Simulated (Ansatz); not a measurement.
What does this script print? It uses Ansatz's Python interface.

The script, `scf_zrh.py`:
```python
"""Ground state of ZrH at the given structure."""

import json
import warnings

import ansatz as az

warnings.simplefilter("ignore", az.DeckWarning)

cell = (
    az.Lattice.of([-1.643908, 1.643908, 2.504399], [1.643908, -1.643908, 2.504399], [1.643908, 1.643908, -2.504399])
    .atom("Zr", [0.0, 0.0, 0.0])
    .atom("H", [0.75, 0.25, 0.5])
)

# the calculation
model = cell.calculation()
model = model.functional("lda")
model = model.basis(450)
model = model.kpoints(11, 11, 11).occupations(az.OccupationsMethod.FERMI_DIRAC, width=0.1)
model = model.band_table()
res = model.run()
r = res.report

energy = r["free_energy_ev"]
print("ZrH: {:.6f} eV = {:.6f} Ry = {:.6f} Ha".format(energy, energy / 13.605693, energy / 27.211386))
print("Fermi level {:.4f} eV, {} k-points, {} symmetry operations".format(r["fermi_energy_ev"], r["n_kpoints"], r["n_symmetry_ops"]))

print("band  energy (eV)  occupation, at k =", r["kpoints_frac"][0])
for band, (e, occ) in enumerate(zip(r["eigenvalues_ev"][0], r["occupations"][0]), start=1):
    print(f"{band:4d} {e:12.4f} {occ:9.4f}")

keep = ["free_energy_ev", "energy_sigma0_ev", "fermi_energy_ev", "n_iterations", "converged", "magnetization_mub", "n_kpoints"]
with open("zrh.json", "w") as handle:
    json.dump({key: r[key] for key in keep}, handle, indent=1)
```

```console
$ python scf_zrh.py
ZrH: -4093.842211 eV = -300.891855 Ry = -150.445928 Ha
Fermi level 11.7977 eV, 126 k-points, 8 symmetry operations
band  energy (eV)  occupation, at k = [0.0, 0.0, 0.0]
   1     -36.9335    2.0000
   2     -14.6951    2.0000
   3     -14.6657    2.0000
   4     -14.6657    2.0000
   5       4.0273    2.0000
   6      11.9523    0.3512
   7      12.5787    0.0008
   8      12.5787    0.0008
   9      14.0723    0.0000
  10      15.0895    0.0000
  11      15.9522    0.0000
```

File `zrh.json` afterwards:
```json
{
 "free_energy_ev": -4093.8422112929175,
 "energy_sigma0_ev": -4093.8162098647776,
 "fermi_energy_ev": 11.79769459138988,
 "n_iterations": 6,
 "converged": true,
 "magnetization_mub": 0.0,
 "n_kpoints": 126
}
```

Notes:
- Total energies depend on the potentials; only differences at equal settings carry meaning. A total without «per atom» is that of the cell as typed.
- Spin is left out of this run.
- The computed bands are complete only to about 4.2 eV above the Fermi level.
- The mesh is modest for a metal, so energies can be off by several to tens of meV an atom and pressures by half a GPa or more; differences at equal mesh fare better.
- The zero of the levels is a convention of the potentials, so an absolute Fermi energy is no work function.
- The structure comes from a database of computed cells and needn't be a stable or known phase.
- Levels are Kohn-Sham eigenvalues on this mesh, without spin-orbit coupling.
- Cost: roughly 3 core-seconds.

(Lines on the test bed's own set-up are left out of the output.)
